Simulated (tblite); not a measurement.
# C8H9ClGe: the cost of one run

The runs use tblite 0.8.0 and PySCF 2.14.0, with density-fitted response routines of our own; the level of theory stands in each step. All values are computed, except where a source is named. Atoms count from 0, in the outputs and in this text.

## (1) Starting geometry

19 atoms, charge 0, multiplicity 1; geometry from: force field or distance geometry start.

Bonds of the start (Å): C0–C1 1.21, C1–C2 1.44, C2–C3 1.35, C3–Ge4 1.92, Ge4–C5 1.93, C5–Cl6 1.75, C5–C7 1.31, C7–C8 1.44, C8–C9 1.32, C0–H10 1.07, C2–H11 1.07, C3–H12 1.06, Ge4–H13 1.55, Ge4–H14 1.55, C7–H15 1.09, C8–H16 1.10, C9–H17 1.09, C9–H18 1.10.

## (2) Relaxing the molecule with GFN2-xTB

Job settings and geometry (Å):

```
{"job": {"kind": "relax", "xc": "GFN2-xTB", "basis": "xTB"}, "charge": 0, "multiplicity": 1}
C      4.746100     1.977200    -0.410000
C      3.885700     1.185000    -0.104800
C      2.903000     0.204000     0.292200
C      1.935700    -0.166500    -0.578600
Ge     0.636400    -1.467400    -0.009100
C     -0.921900    -0.615700     0.759200
Cl    -0.755500    -0.079100     2.420800
C     -2.029400    -0.443800     0.074500
C     -3.143100     0.191500     0.724900
C     -4.320800     0.428300     0.176900
H      5.483500     2.705000    -0.680100
H      2.939900    -0.203800     1.285800
H      1.942300     0.279600    -1.544600
H      0.225900    -2.357800    -1.215400
H      1.180800    -2.416300     1.090600
H     -2.070700    -0.803200    -0.950300
H     -3.006400     0.515700     1.764900
H     -5.085900     0.924700     0.782800
H     -4.555600     0.151900    -0.857000
```

Command:

```bash
> OMP_NUM_THREADS=1 python probes_run.py task.json out
```

The driver reads the jobs from task.json and runs them one after another.

Q: Estimate the wall time of this first job on 1 thread of Arm Neoverse N1, shared host.

About 1.6 s.
